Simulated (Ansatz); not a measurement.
**C7H9ClO2Zr: small, medium and large basis sets**

How large a basis does C7H9ClO2Zr need? Two functionals are run in growing sets.

Method: one geometry, several basis sets; program: Ansatz 0.2.0, Gaussian basis.

The runs, in order: PBE0-D4/def2-SVP; ωB97M-V/def2-SVP; PBE0-D4/def2-QZVPP; ωB97M-V/def2-QZVPP; the functionals' def2-TZVPP values are taken from earlier runs.

### Step 1. Structure used throughout

The geometry comes from an earlier relaxation with PBE0-D4 in a triple-zeta def2 set; it is a stationary point, not always the lowest conformer. Zr takes the def2 core potential; no spin-orbit term is included.

SMILES `C[O][Zr]([OH])([Cl])[c]1ccccc1`, 20 atoms, charge 0, spin multiplicity 1.

Atoms are counted from 1 here; the program's logs count them from 0.

Bond lengths: C1–O2 1.392 Å, C1–H12 1.094 Å, C1–H13 1.094 Å, C1–H14 1.094 Å, O2–Zr3 1.896 Å, Zr3–O4 1.915 Å, Zr3–Cl5 2.377 Å, Zr3–C6 2.214 Å, O4–H15 0.953 Å, C6–C7 1.401 Å, C6–C11 1.400 Å, C7–C8 1.387 Å, C7–H16 1.088 Å, C8–C9 1.388 Å, C8–H17 1.085 Å, C9–C10 1.387 Å, C9–H18 1.084 Å, C10–C11 1.388 Å and more. Angles: O2–C1–H12 110.6°, O2–C1–H13 110.0°, O2–C1–H14 110.3°, H12–C1–H13 108.5°, H12–C1–H14 108.7°, H13–C1–H14 108.6°, C1–O2–Zr3 174.8°, O2–Zr3–O4 114.0°, O2–Zr3–Cl5 110.5°, O2–Zr3–C6 104.5°, O4–Zr3–Cl5 112.9°, O4–Zr3–C6 105.8°, Cl5–Zr3–C6 108.6°, Zr3–O4–H15 161.2°, Zr3–C6–C7 120.3°, Zr3–C6–C11 122.3°, C7–C6–C11 117.4°, C6–C7–C8 121.6° and more.

### Step 2. PBE0-D4 in def2-SVP

Input file in.yaml:

```yaml
crystal:
  periodic: [false, false, false]
  atoms:
    - {symbol: C, position_ang: [2.708913, 2.355460, 0.969110]}
    - {symbol: O, position_ang: [1.778407, 1.857218, 0.062343]}
    - {symbol: Zr, position_ang: [0.627541, 1.208093, -1.297582]}
    - {symbol: O, position_ang: [1.538897, 0.333872, -2.736502]}
    - {symbol: Cl, position_ang: [-0.838230, 2.926461, -2.038257]}
    - {symbol: C, position_ang: [-0.574126, -0.362218, -0.302286]}
    - {symbol: C, position_ang: [-1.065059, -0.160754, 0.993820]}
    - {symbol: C, position_ang: [-1.879017, -1.096131, 1.615687]}
    - {symbol: C, position_ang: [-2.219775, -2.264943, 0.949928]}
    - {symbol: C, position_ang: [-1.745445, -2.493400, -0.333703]}
    - {symbol: C, position_ang: [-0.932865, -1.551571, -0.948550]}
    - {symbol: H, position_ang: [3.728220, 2.166800, 0.618241]}
    - {symbol: H, position_ang: [2.580443, 1.870946, 1.941804]}
    - {symbol: H, position_ang: [2.575720, 3.434131, 1.095519]}
    - {symbol: H, position_ang: [2.210803, 0.107241, -3.373587]}
    - {symbol: H, position_ang: [-0.810949, 0.745474, 1.539156]}
    - {symbol: H, position_ang: [-2.248177, -0.915954, 2.619628]}
    - {symbol: H, position_ang: [-2.854869, -2.999306, 1.432970]}
    - {symbol: H, position_ang: [-2.009913, -3.407324, -0.854704]}
    - {symbol: H, position_ang: [-0.570539, -1.754095, -1.953014]}
basis:
  gaussian: {orbitals: def2-SVP}
hamiltonian: {xc: pbe0, dispersion: d4}
output: {orbitals: {seedname: orbitals}}
```

The run is started by

```console
$ ansatz run in.yaml --threads 4 --pin off --events-out ev --progress --plain --max-ram 66560MiB --backend cpu
```

Further steps of the session: ωB97M-V in def2-SVP; PBE0-D4 in def2-QZVPP; ωB97M-V in def2-QZVPP.

**Question.** What will the summary of the whole plan be? Wanted: PBE0-D4: double and triple zeta above quadruple; ωB97M-V: double and triple zeta above quadruple.

**Answer**, as computed:

| quantity | value |
| --- | --- |
| PBE0-D4: double and triple zeta above quadruple | 18.38, 1.06 eV |
| ωB97M-V: double and triple zeta above quadruple | 18.73, 1.00 eV |

**Reading.** For PBE0-D4 the step from double to triple zeta gains 17.32 eV and the next only 1.06 eV. Total energies overstate the basis error of differences, where much of it tends to cancel.
